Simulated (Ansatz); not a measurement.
# C3H3BrS: how energies converge with the basis set

An exercise on one series of results from a longer session: the logs are not shown, and one member is left open.

Program: Ansatz 0.2.0, Gaussian basis. Level of theory: one geometry, several basis sets. These are calculated values, not measurements.

The runs, in order: PBE0-D4/def2-SVP; ωB97M-V/def2-SVP; PBE0-D4/def2-QZVPP; ωB97M-V/def2-QZVPP; the functionals' def2-TZVPP values are taken from earlier runs.

## The geometry

The geometry comes from an earlier relaxation with PBE0-D4 in a triple-zeta def2 set; it is a stationary point, not always the lowest conformer.

SMILES `C=C=C(S)Br`, 8 atoms, charge 0, spin multiplicity 1.

Atoms are counted from 1 here; the program's logs count them from 0.

Bond lengths: C1–C2 1.300 Å, C1–H6 1.087 Å, C1–H7 1.087 Å, C2–C3 1.296 Å, C3–S4 1.756 Å, C3–Br5 1.896 Å, S4–H8 1.344 Å. Angles: C2–C1–H6 121.4°, C2–C1–H7 121.4°, H6–C1–H7 117.2°, C1–C2–C3 179.3°, C2–C3–S4 127.7°, C2–C3–Br5 120.4°, S4–C3–Br5 111.9°, C3–S4–H8 95.5°.

The first run:

in.yaml reads:

```yaml
crystal:
  periodic: [false, false, false]
  atoms:
    - {symbol: C, position_ang: [0.455297, 1.318316, 0.780849]}
    - {symbol: C, position_ang: [0.107415, 0.368728, -0.036414]}
    - {symbol: C, position_ang: [-0.240394, -0.587749, -0.839181]}
    - {symbol: S, position_ang: [-0.630797, -2.249015, -0.423815]}
    - {symbol: Br, position_ang: [-0.377899, -0.274142, -2.704211]}
    - {symbol: H, position_ang: [1.498013, 1.497775, 1.029229]}
    - {symbol: H, position_ang: [-0.284039, 1.969382, 1.239810]}
    - {symbol: H, position_ang: [-0.435497, -2.100396, 0.897934]}
basis:
  gaussian: {orbitals: def2-SVP}
hamiltonian: {xc: pbe0, dispersion: d4}
output: {orbitals: {seedname: orbitals}}
```

The run is started by

```
$ ansatz run in.yaml --threads 4 --pin off --events-out ev --progress --plain --max-ram 10444MiB
```

Steps of the session up to this table: PBE0-D4 in def2-SVP; ωB97M-V in def2-SVP; PBE0-D4 in def2-QZVPP; ωB97M-V in def2-QZVPP.

One table of the session follows, with a row left open; its other results are not shown here.

It belongs to the step «Functionals by basis». 

```
functional       basis  HOMO (eV)
   PBE0-D4    def2-SVP      -6.56
   PBE0-D4  def2-TZVPP          ?
   PBE0-D4  def2-QZVPP      -6.69
   ωB97M-V    def2-SVP      -8.64
   ωB97M-V  def2-TZVPP      -8.77
   ωB97M-V  def2-QZVPP      -8.80
```

Q: Estimate the row for PBE0-D4, def2-TZVPP from the others.

**Answer.** HOMO (eV): -6.67. In the column «HOMO (eV)» it lies between PBE0-D4, def2-QZVPP (-6.69) and PBE0-D4, def2-SVP (-6.56).
